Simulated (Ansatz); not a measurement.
# CuNH2: up Jacob's ladder to CCSD(T)

An exercise on one series of results from a longer session: the logs are not shown, and one member is left open.

Program: Ansatz 0.2.0, Gaussian basis. Level of theory: functionals in def2-TZVPP, the program's frozen cores in correlated methods. These are calculated values, not measurements.

Plan: LDA (SPW92), PBE-D4, revPBE-D4, BLYP-D4, r2SCAN-D4, B97M-V, PBE0-D4, B3LYP-D4, r2SCANh-D4, r2SCAN0-D4, HSE06-D4, BHLYP-D4, CAM-B3LYP-D4, LC-ωPBE, ωB97X-V, ωB97M-V, B2PLYP, PBE-QIDH; CCSD(T)/def2-SVP; CCSD(T)/def2-TZVPP; CCSD(T)/def2-QZVPP; extrapolation to the limit; RPA on PBE.

## The relaxed structure

An earlier PBE0-D4 in a triple-zeta def2 set relaxation fixed the geometry.

SMILES `[NH2][Cu]`, 4 atoms, charge 0, spin multiplicity 1.

Atoms are counted from 1 here; the program's logs count them from 0.

Bond lengths: N1–Cu2 1.830 Å, N1–H3 1.019 Å, N1–H4 1.019 Å. Angles: Cu2–N1–H3 107.0°, Cu2–N1–H4 107.0°, H3–N1–H4 104.5°.

Coordinates:

```
N    -0.2773    0.2509    0.1175
Cu    1.3836   -0.3016    0.6526
H    -0.8624   -0.5815    0.0555
H    -0.1884    0.5719   -0.8459
```

The first run:

Contents of in.yaml:

```yaml
crystal:
  periodic: [false, false, false]
  atoms:
    - {symbol: N, position_ang: [-0.277274, 0.250886, 0.117513]}
    - {symbol: Cu, position_ang: [1.383590, -0.301574, 0.652607]}
    - {symbol: H, position_ang: [-0.862446, -0.581510, 0.055500]}
    - {symbol: H, position_ang: [-0.188369, 0.571898, -0.845920]}
basis:
  gaussian: {orbitals: def2-TZVPP}
hamiltonian: {xc: lda}
output: {orbitals: {seedname: orbitals}}
```

The run is started by

```console
$ ansatz run in.yaml --threads 2 --pin off --events-out ev --progress --plain --max-ram 32768MiB --backend cpu
```

Steps of the session up to this table: LDA; PBE-D4 (GGA); revPBE-D4 (GGA); BLYP-D4 (GGA); r2SCAN-D4 (meta-GGA); B97M-V (meta-GGA); B3LYP-D4 (hybrid); r2SCANh-D4 (hybrid); r2SCAN0-D4 (hybrid); HSE06-D4 (hybrid); BHLYP-D4 (hybrid); CAM-B3LYP-D4 (range-separated); LC-ωPBE (range-separated); ωB97X-V (range-separated); ωB97M-V (range-separated); B2PLYP (double hybrid); PBE-QIDH (double hybrid).

One table of the session follows, with a row left open; its other results are not shown here.

It belongs to the step «Frontier levels by functional». 

```
  functional  HOMO (eV)  LUMO (eV)  gap (eV)
 LDA (SPW92)      -5.14      -3.32      1.82
      PBE-D4      -4.94      -3.10      1.84
   revPBE-D4      -4.86      -2.99      1.87
     BLYP-D4      -4.90      -3.13      1.77
   r2SCAN-D4      -5.06      -2.84      2.23
      B97M-V      -5.12      -3.05      2.07
     PBE0-D4      -6.06      -2.13      3.93
    B3LYP-D4      -5.96      -2.52      3.44
  r2SCANh-D4      -5.52      -2.47      3.05
  r2SCAN0-D4      -6.17      -1.96      4.21
    HSE06-D4      -5.66      -2.50      3.16
    BHLYP-D4          ?          ?         ?
CAM-B3LYP-D4      -7.46      -1.35      6.11
     LC-ωPBE      -8.67      -0.12      8.55
     ωB97X-V      -8.35      -0.24      8.11
     ωB97M-V      -8.33      -0.56      7.78
```

**Question.** Estimate the row for BHLYP-D4.

Worked estimate for «HOMO (eV)». Against the share of exact exchange, BLYP-D4 (0, -4.90), B3LYP-D4 (0.2, -5.96) give a slope of -5.30 per unit share; at 0.5 the line stands at -7.55.

The run gave: HOMO (eV): -7.11; LUMO (eV): -1.43; gap (eV): 5.69. In «HOMO (eV)» the line misses by -0.44.
